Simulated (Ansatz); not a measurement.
# YSb: a single-point run

The task is a single-point run on YSb. The structure is shown as the input types it. The cell is built on a prototype (zincblende) and needn't be the phase found in nature.

Computed with Ansatz 0.2.0 (density functional or hybrid calculation with the settings of its input, plane waves (as first typed), unless a step's input says otherwise).

5 further runs of the same task are left out: 5 that didn't finish.

### Step 1. The system as given

It takes space group F-43m (No. 216, cubic). Conventional cell: a = 6.937 Å, b = 6.937 Å, c = 6.937 Å, α = 90.00°, β = 90.00°, γ = 90.00°. Y (site symmetry -43m) has 4 Sb at 3.00 Å as nearest neighbours. Sb (site symmetry -43m) has 4 Y at 3.00 Å as nearest neighbours.

Structure file:

```xyz
2
Lattice="0.0000 3.4683 3.4683 3.4683 0.0000 3.4683 3.4683 3.4683 0.0000" Properties=species:S:1:pos:R:3 pbc="T T T"
Y     0.0000    0.0000    0.0000
Sb    1.7341    1.7341    1.7341
```

### Step 2. Running it

input.yaml reads:

```yaml
crystal:
  lattice:
    - [0.0, 3.4682596669, 3.4682596669]
    - [3.4682596669, 0.0, 3.4682596669]
    - [3.4682596669, 3.4682596669, 0.0]
  atoms:
    - { symbol: "Y", position: [0.0, 0.0, 0.0] }
    - { symbol: Sb, position: [0.25, 0.25, 0.25] }
kpoints:
  mp_grid: { grid: [4, 4, 4] }
hamiltonian:
  xc: pbesol
scf:
  occupations: { method: fixed }
  n_extra_bands: 4
  max_iter: 85
output:
  forces: true
  stress: true
  eigenvalues: true
basis:
  ecutwfc: 40
```

Command:

```console
ansatz run input.yaml --threads 4 --pin off --max-ram 3686MiB --backend cpu --events-out ev --progress --plain --runs-dir out
```

Q: Will this input give a usable result? If not, why, and what should change?

This run ends as converged, with warnings (band overlap at count, cutoff below recommended, metallic iterate). It gives a pressure of -120 GPa, which is large.

The suspect setting: basis.ecutwfc is 40. The basis cutoff is far too low: the plane waves can't represent the orbitals near the cores. The potentials' recommended cutoff is 420 eV.

To check: delete basis.ecutwfc (the default then holds).
